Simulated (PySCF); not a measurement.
# GeH3O (SMILES [OH][GeH2]) at 5 levels

We compute a comparison of 5 runs (UBHLYP-D3(0)/cc-pVDZ, UMN15-D3(BJ)/def2-SVP, UMN15-D3(BJ)/ANO-R1, RPA@OLYP/MINAO, CIS/6-311++G**) of GeH3O. The job is set up through a Python script.

Program for the calculation: PySCF 2.14.0.

13 further runs of the same task are left out: 5 that didn't finish, 8 set aside as unsound or not needed.

### Step 1. The structure to begin with

The species is GeH3O (5 atoms), meant as a doublet with charge 0. As SMILES, `[OH][GeH2]`. Geometry: relaxed at PBE0-D4/def2-TZVP. This is one conformer, not always the lowest.

Bond lengths: O1–Ge2 1.786 Å, O1–H3 0.960 Å, Ge2–H4 1.546 Å, Ge2–H5 1.557 Å. Angles: O1–Ge2–H4 103.8°, O1–Ge2–H5 108.9°, Ge2–O1–H3 112.6°, H4–Ge2–H5 111.8°.

### Step 2. The stability of the SCF solution at UBHLYP-D3(0)/cc-pVDZ (run 1)

File mol.xyz:

```xyz
5

O      0.355500    -1.075800     0.460700
Ge    -0.520100     0.416100     0.017700
H      1.097400    -0.907600     1.046500
H     -1.396800    -0.014400    -1.180300
H      0.513900     1.508000    -0.385900
```

File input.py:

```python
from pyscf import gto, dft

mol = gto.Mole()
mol.atom = 'mol.xyz'
mol.spin = 1
mol.symmetry = True
mol.max_memory = 1860
mol.verbose = 4
mol.charge = 0
mol.basis = 'cc-pvdz'
mol.build()

myscf = dft.UKS(mol)
myscf.xc = 'bhandhlyp'
myscf.disp = 'd3zero'
myscf.max_cycle = 100
myscf.kernel()

e_final = myscf.e_tot
print(f'total energy: {e_final:.8f} hartree')
mo_i, mo_e, stable_i, stable_e = myscf.stability(internal=True, external=True, return_status=True)
print('stable: internal', stable_i, 'external', stable_e)
```

On the command line:

```
$ OMP_NUM_THREADS=1 python input.py
```

Output:

```text
PySCF version 2.14.0

[... 62 lines left out ...]
WARN: HOMO -0.164241074019111 >= LUMO -0.164241074019109
[... 42 lines left out ...]
converged SCF energy = -2153.90713759809  <S^2> = 0.75308542  2S+1 = 2.003083
total energy: -2153.90713760 hartree
[... 6 lines left out ...]
stable: internal True external False
```

Run time: 27 s. Hardware: 1 thread of Arm Neoverse V2, shared host; peak memory 0.38 GiB.

### Step 3. Energy and gradient at UMN15-D3(BJ)/def2-SVP (density fitting, SS(V)PE water) (run 2)

File calc.py:

```python
from pyscf import gto, dft, solvent

system = gto.M(
    atom='''
O    0.355500  -1.075800   0.460700
Ge  -0.520100   0.416100   0.017700
H    1.097400  -0.907600   1.046500
H   -1.396800  -0.014400  -1.180300
H    0.513900   1.508000  -0.385900
''',
    charge=0,
    max_memory=1860,
    verbose=4,
    basis='def2-svp',
    spin=1,
)

myscf = dft.UKS(system, xc='mn15')
myscf = myscf.density_fit()
myscf = myscf.PCM()
myscf.with_solvent.method = 'SS(V)PE'
myscf.with_solvent.eps = 78.3553  # water
myscf.disp = 'd3bj'
myscf.kernel()

e_final = myscf.e_tot
print('Final energy', e_final)
grad = myscf.nuc_grad_method().kernel()
```

On the command line:

```
$ OMP_NUM_THREADS=1 python calc.py
```

Output:

```text
PySCF version 2.14.0

[... 61 lines left out ...]
Solvent Energy = -0.000272276493441314
[... 9 lines left out ...]
Solvent Energy = -0.0139042260792992
[... 11 lines left out ...]
Solvent Energy = -0.00707762284216011
[... 11 lines left out ...]
Solvent Energy = -0.00659293032305817
[... 11 lines left out ...]
Solvent Energy = -0.00657444486369445
[... 11 lines left out ...]
Solvent Energy = -0.00657232449397861
[... 11 lines left out ...]
Solvent Energy = -0.00657220321456517
[... 2 lines left out ...]
Final energy -2153.8837972751194
[... 1 line left out ...]
******** <class 'pyscf.solvent.grad.pcm.PCMGradients'> for <class 'pyscf.solvent._attach_solvent.PCMDFUKS'> ********
unit = Eh/Bohr
grid_response = False
Calc dispersion correction with DFTD3.
Parameters: xc=mn15, version=d3bj, atm=False
--------------- PCMDFUKS (+PCM) gradients ---------------
         x                y                z
0 O     0.0092652607    -0.0008048723     0.0073427968
1 Ge    -0.0021823519     0.0003642641     0.0015130509
2 H    -0.0081601610    -0.0010786880    -0.0068268964
3 H    -0.0014109773    -0.0007025904    -0.0016359307
4 H     0.0025010616     0.0021980364    -0.0003640611
----------------------------------------------
```

It took 16 s on 1 thread of Arm Neoverse V2, shared host; peak memory 0.62 GiB.

Run 3 isn't shown in full; the table further down has it.

### Step 4. A single-point energy at RPA@OLYP/MINAO (density fitting with def2-universal-jkfit) (run 4)

File run.py:

```python
from pyscf import gto, dft
from pyscf.gw.urpa import URPA

system = gto.M(
    atom='''
O      0.355500    -1.075800     0.460700
Ge    -0.520100     0.416100     0.017700
H      1.097400    -0.907600     1.046500
H     -1.396800    -0.014400    -1.180300
H      0.513900     1.508000    -0.385900
''',
    spin=1,
    max_memory=1860,
    verbose=3,
    basis='minao',
)

mf = dft.UKS(system, xc='olyp')
mf = mf.density_fit(auxbasis='def2-universal-jkfit')
mf.max_cycle = 100
mf.kernel()
if not mf.converged:
    mf = mf.newton().run(mf.mo_coeff, mf.mo_occ)

rpa = URPA(mf, frozen=10)
rpa.kernel()
e_exx = mf.to_hf().energy_tot(mf.make_rdm1())
etot = e_exx + rpa.e_corr
print('E = %.10f Eh' % etot)
mf.analyze()
```

On the command line:

```
$ OMP_NUM_THREADS=1 python run.py
```

Output:

```text
WARN: HOMO -0.200718881866452 >= LUMO -0.200718881866457

converged SCF energy = -2154.43752259167  <S^2> = 0.7503951  2S+1 = 2.0003951
E(URPA) = -2151.96087395269  E_corr = -0.159249043148109  E_hf = -2151.80162490955
E = -2151.9608739527 Eh
**** MO energy ****
                             alpha | beta                alpha | beta
MO #1   energy= -397.137347740987  | -397.136516858296  occ= 1 | 1
MO #2   energy= -49.3414289434045  | -49.3407739539936  occ= 1 | 1
MO #3   energy= -43.9600222298413  | -43.9593477870107  occ= 1 | 1
MO #4   energy= -43.9599158052372  | -43.9591039868885  occ= 1 | 1
MO #5   energy= -43.9597343614548  | -43.9585777596091  occ= 1 | 1
MO #6   energy= -18.7654222175892  | -18.7605931340675  occ= 1 | 1
MO #7   energy= -6.11541675606809  | -6.11451435227134  occ= 1 | 1
MO #8   energy= -4.32999934302168  | -4.32928768879952  occ= 1 | 1
MO #9   energy= -4.3296288750389   | -4.32893522449639  occ= 1 | 1
MO #10  energy= -4.32698232558389  | -4.32527844571801  occ= 1 | 1
MO #11  energy= -1.23622321548061  | -1.23460197902407  occ= 1 | 1
MO #12  energy= -1.23270096803462  | -1.23134733073188  occ= 1 | 1
MO #13  energy= -1.22928214120568  | -1.22701609879568  occ= 1 | 1
MO #14  energy= -1.22925176105777  | -1.22685133751428  occ= 1 | 1
MO #15  energy= -1.22878596594431  | -1.22594612499179  occ= 1 | 1
MO #16  energy= -0.961475713766075 | -0.948738147648857 occ= 1 | 1
MO #17  energy= -0.56551824720779  | -0.552672110870774 occ= 1 | 1
MO #18  energy= -0.448377121464367 | -0.437947955008641 occ= 1 | 1
MO #19  energy= -0.369630774498184 | -0.358834238795232 occ= 1 | 1
MO #20  energy= -0.333763282351795 | -0.309837073142264 occ= 1 | 1
MO #21  energy= -0.299760716444317 | -0.287435462286645 occ= 1 | 1
MO #22  energy= -0.209783047713058 | -0.166649413210485 occ= 1 | 0
MO #23  energy= -0.0221208980088386 | -0.00869063599863909 occ= 0 | 0
MO #24  energy= 0.0383720305505326 | 0.0533211271792734 occ= 0 | 0
MO #25  energy= 0.0806466241372593 | 0.0998430098631915 occ= 0 | 0
MO #26  energy= 0.164406115392024  | 0.171590678811398  occ= 0 | 0

To work with the spin densities directly, `use mulliken_meta_spin()` only printing them here.

 ** Mulliken spin pop alpha/beta on meta-lowdin orthogonal AOs **
 ** Mulliken Spin Density (per atom)  **
spin density of  0 O =      0.22703
spin density of  1 Ge =      0.67904
spin density of  2 H =     -0.00839
spin density of  3 H =      0.04528
spin density of  4 H =      0.05704
 ** Mulliken pop alpha/beta on meta-lowdin orthogonal AOs **
 ** Mulliken atomic charges   ( Nelec_alpha | Nelec_beta ) **
charge of  0O =     -0.48308  (     4.35505      4.12803 )
charge of  1Ge =      0.34737  (    16.16584     15.48680 )
charge of  2H =      0.28877  (     0.35142      0.35981 )
charge of  3H =     -0.06698  (     0.55613      0.51085 )
charge of  4H =     -0.08607  (     0.57156      0.51451 )
Dipole moment(X, Y, Z, Debye):  0.99620,  0.52305,  1.32751
```

It took 4.2 s on 1 thread of Arm Neoverse V2, shared host; peak memory 0.2 GiB.

### Step 5. The excited states at CIS/6-311++G(d,p) (density fitting) (run 5)

File input.py:

```python
# [OH][GeH2]
from pyscf import gto, tdscf
from pyscf import df

mol = gto.M(
    atom='''
O        0.355500      -1.075800       0.460700
Ge      -0.520100       0.416100       0.017700
H        1.097400      -0.907600       1.046500
H       -1.396800      -0.014400      -1.180300
H        0.513900       1.508000      -0.385900
''',
    spin=1,
    max_memory=1860,
    basis='6-311++g**',
    symmetry=True,
    charge=0,
    verbose=4,
)

mf = mol.UHF()
mf = mf.density_fit(auxbasis=df.aug_etb(mol, beta=2.0))
mf.kernel()

etot = mf.e_tot
print(f'total energy: {etot:.8f} hartree')

td = tdscf.TDA(mf)
td.nstates = 10
td.kernel()
td.analyze()
roots = td.e * 27.211386
osc = td.oscillator_strength()
print('state   eV      nm      f')
for i, (w, f) in enumerate(zip(roots, osc), 1):
    print('%3d %9.4f %8.1f %9.5f' % (i, w, 1239.842 / w, f))
```

On the command line:

```
$ OMP_NUM_THREADS=1 python input.py
```

Output:

```text
PySCF version 2.14.0

[... 109 lines left out ...]
converged SCF energy = -2151.9338441283  <S^2> = 0.75448694  2S+1 = 2.0044819
total energy: -2151.93384413 hartree
[... 104 lines left out ...]
** Transition electric dipole moments (AU) **
[... 7 lines left out ...]
** Transition velocity dipole moments (imaginary part, AU) **
state          X           Y           Z        Dip. S.      Osc.
  1        -0.0424      0.0483     -0.0273      0.0049      0.0179
  2         0.0171      0.0398      0.0389      0.0034      0.0103
  3        -0.0903      0.0200      0.1404      0.0283      0.0851
[... 6 lines of this table left out ...]
 10        -0.0071     -0.0299      0.0440      0.0029      0.0063

** Transition magnetic dipole moments (imaginary part, AU) **
state          X           Y           Z
  1         0.6877      0.6406      0.2780
  2         0.3532     -0.5539      0.3894
  3        -0.1170      0.0842     -0.1017
[... 6 lines of this table left out ...]
 10        -0.2299     -0.2304      0.0158
state   eV      nm      f
  1    4.9516    250.4   0.03365
  2    5.9990    206.7   0.00927
  3    6.0322    205.5   0.06571
[... 6 lines of this table left out ...]
 10    8.2338    150.6   0.01420
```

It took 78 s on 1 thread of Arm Neoverse V2, shared host; peak memory 0.21 GiB.

The roots found:

```tsv
excited state	energy (eV)	strength
1	4.952	0.0336
2	5.999	0.0093
3	6.032	0.0657
4	6.557	0.1465
5	7.140	0.0185
6	7.275	0.0114
7	7.453	0.0252
8	7.613	0.0043
9	8.111	0.0035
10	8.234	0.0142
```

### Step 6. Overview of the runs

```tsv
run	level	task	integral approximation	energy (Eh)	dipole moment (D) of the reference	HOMO energy (eV)	LUMO energy (eV)	wall time
1	UBHLYP-D3(0)/cc-pVDZ	stability	none	-2153.907138	1.52	-6.98	-1.75	27 s
2	UMN15-D3(BJ)/def2-SVP (density fitting, SS(V)PE water)	gradient	auto	-2153.883797	1.82	-6.38	-1.99	16 s
3	UMN15-D3(BJ)/ANO-R1 (density fitting, SS(V)PE water)	gradient	auto	-2145.021795	1.79	-6.39	-1.96	49 s
4	RPA@OLYP/MINAO (density fitting with def2-universal-jkfit)	energy	def2-universal-jkfit	-2151.960874	1.74	-5.71	-4.53	4.2 s
5	CIS/6-311++G** (density fitting)	excited	etb	-2151.933844	1.90	-9.14	0.79	78 s
```

### Step 7. What came out

| quantity | value |
| --- | --- |
| run 5: ground-state or mean-field energy | -2151.93384 Eh |
| run 5: dipole moment (Hartree–Fock density) | 1.90 D |
| run 5: HOMO energy (Hartree–Fock orbitals) (highest over α and β) | -9.14 eV |
| run 5: LUMO energy (Hartree–Fock orbitals) (lowest over α and β) | 0.79 eV |
| run 5: ⟨S²⟩ of the reference determinant | 0.754 |
| run 5: lowest excitation energy | 4.95 eV |

What this shows: Over runs 1, 2, 3 the dipole moment (its size) runs from 1.52 D (UBHLYP-D3(0)/cc-pVDZ) to 1.82 D (UMN15-D3(BJ)/def2-SVP). The two ends differ in method and basis and solvent. Totals of different functionals can't be ranked against each other. In run 4 the basis is minimal, so the values are rough. In run 3 relativity is left out where basis or elements ask for it. All runs together took 2.9 min, the longest 78 s.
